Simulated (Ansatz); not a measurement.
# Ti2AlC: the cost of one run

Method: DFT r2SCAN, scalar-relativistic, plane waves, PAW, in Ansatz 0.2.0.

3 further runs of the same task are left out: 1 for a known fault of the program, 1 that didn't finish, 1 set aside as unsound or not needed.

## Step 1: The system as given

Symmetry: P6_3/mmc, No. 194, hexagonal system. The conventional cell has a = 3.055 Å, b = 3.055 Å, c = 13.718 Å, α = 90.00°, β = 90.00°, γ = 120.00°. Ti (site symmetry 3m) has 3 C at 2.10 Å as nearest neighbours. Al (site symmetry -6m2) is surrounded by 6 Ti at 2.89 Å and 6 Al at 3.05 Å. Around C (site symmetry -3m) lie 6 Ti at 2.10 Å.

As a file:

```xyz
8
Lattice="3.0547 0.0000 0.0000 -1.5274 2.6455 0.0000 0.0000 0.0000 13.7182" Properties=species:S:1:pos:R:3 pbc="T T T"
Ti    0.0000    1.7637    1.1449
Ti    1.5274    0.8818    8.0040
Ti    1.5274    0.8818   12.5734
Ti    0.0000    1.7637    5.7142
Al    0.0000    1.7637   10.2887
Al    1.5274    0.8818    3.4296
C     0.0000    0.0000    0.0000
C     0.0000    0.0000    6.8591
```

It goes back to an entry of the Materials Project, which need not be the stable form.

This cell was relaxed beforehand with the same method: volume 13.86 Å³/atom, gap on the mesh none (metal).

## Step 2: Electronic structure at the relaxed geometry

Contents of input.yaml:

```yaml
crystal:
  lattice:
    - [3.0547420214, 0.0, 0.0]
    - [-1.5273710107, 2.6454841926, 0.0]
    - [0.0, 0.0, 13.7182337041]
  atoms:
    - { symbol: Ti, position: [0.3333333333, 0.6666666667, 0.0834562196] }
    - { symbol: Ti, position: [0.6666666667, 0.3333333333, 0.5834562196] }
    - { symbol: Ti, position: [0.6666666667, 0.3333333333, 0.9165437804] }
    - { symbol: Ti, position: [0.3333333333, 0.6666666667, 0.4165437804] }
    - { symbol: Al, position: [0.3333333333, 0.6666666667, 0.75] }
    - { symbol: Al, position: [0.6666666667, 0.3333333333, 0.25] }
    - { symbol: C, position: [0.0, 0.0, 0.0] }
    - { symbol: C, position: [0.0, 0.0, 0.5] }
basis:
  ecutwfc: 500
kpoints:
  mp_grid: { grid: [12, 12, 4] }
  band_path:
    path:
      - [[0.0, 0.0, 0.0], [0.5, 0.0, 0.0], [0.33333333, 0.33333333, 0.0], [0.0, 0.0, 0.0], [0.0, 0.0, 0.5], [0.5, 0.0, 0.5], [0.33333333, 0.33333333, 0.5], [0.0, 0.0, 0.5]]
      - [[0.5, 0.0, 0.5], [0.5, 0.0, 0.0]]
      - [[0.33333333, 0.33333333, 0.5], [0.33333333, 0.33333333, 0.0]]
    npoints: 14
hamiltonian:
  xc: r2scan
scf:
  occupations: { method: gaussian, width: 0.1 }
  n_extra_bands: 20
output:
  forces: true
  stress: true
  eigenvalues: true
  populations: true
  dos: { projected: true, de: 0.02, nscf_kmesh: { grid: [18, 18, 6] } }
  bader: true
  write_density: true
  write_potential: true
  elf: true
  volumetric_format: npy
```

The run is started by

```console
> ansatz run input.yaml --threads 2 --pin off --max-ram 5120MiB --backend cpu --events-out ev --progress --plain --runs-dir out
```

What time and memory should one allow on 2 threads of Arm Neoverse V2, shared host?

About 76 s, with a peak of 1 GiB.
